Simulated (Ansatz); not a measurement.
**BH₂O₂S radical: small, medium and large basis sets**

The task here is to estimate one member of a computed series from the others.

The runs use Ansatz 0.2.0, Gaussian basis; one geometry, several basis sets.

Plan: PBE0-D4/def2-SVP; ωB97M-V/def2-SVP; PBE0-D4/def2-QZVPP; ωB97M-V/def2-QZVPP; the functionals' def2-TZVPP values are taken from earlier runs.

## The geometry

The geometry comes from an earlier relaxation with PBE0-D4 in a triple-zeta def2 set; it is a stationary point.

SMILES `OB(O)[S]`, 6 atoms, charge 0, spin multiplicity 2.

Atoms are counted from 1 here; the program's logs count them from 0.

Bond lengths: O1–B2 1.365 Å, O1–H5 0.959 Å, B2–O3 1.355 Å, B2–S4 1.820 Å, O3–H6 0.962 Å. Angles: B2–O1–H5 115.3°, O1–B2–O3 119.9°, O1–B2–S4 121.8°, O3–B2–S4 118.3°, B2–O3–H6 112.1°.

As a file:

```
O     0.1668    1.0483   -0.3816
B    -0.1318   -0.2343   -0.0212
O     0.6051   -0.8586    0.9294
S    -1.5073   -1.1499   -0.7850
H    -0.3965    1.4258   -1.0596
H     1.3060   -0.2954    1.2718
```

Set-up of the first run:

Input file in.yaml:

```yaml
crystal:
  periodic: [false, false, false]
  atoms:
    - {symbol: O, position_ang: [0.166757, 1.048329, -0.381643]}
    - {symbol: B, position_ang: [-0.131819, -0.234271, -0.021184]}
    - {symbol: O, position_ang: [0.605117, -0.858607, 0.929439]}
    - {symbol: S, position_ang: [-1.507320, -1.149903, -0.785030]}
    - {symbol: H, position_ang: [-0.396512, 1.425847, -1.059609]}
    - {symbol: H, position_ang: [1.305977, -0.295396, 1.271826]}
basis:
  gaussian: {orbitals: def2-SVP}
magnetization: {spin_polarized: true, initial_magnetization: 1}
hamiltonian: {xc: pbe0, dispersion: d4}
output: {orbitals: {seedname: orbitals}}
```

Among the steps run: PBE0-D4 in def2-SVP; ωB97M-V in def2-SVP; PBE0-D4 in def2-QZVPP; ωB97M-V in def2-QZVPP.

One table of the session follows, with a row left open; its other results are not shown here.

It belongs to the step «Functionals by basis». 

```
functional       basis  HOMO (eV)  LUMO (eV)
   PBE0-D4    def2-SVP      -7.24      -4.22
   PBE0-D4  def2-TZVPP      -7.50      -4.38
   PBE0-D4  def2-QZVPP      -7.54      -4.42
   ωB97M-V    def2-SVP      -9.40      -2.11
   ωB97M-V  def2-TZVPP          ?          ?
   ωB97M-V  def2-QZVPP      -9.74      -2.45
```

**Question.** Estimate the row for ωB97M-V, def2-TZVPP.

As computed: HOMO (eV): -9.68; LUMO (eV): -2.38. In the column «HOMO (eV)» it lies between ωB97M-V, def2-QZVPP (-9.74) and ωB97M-V, def2-SVP (-9.40).
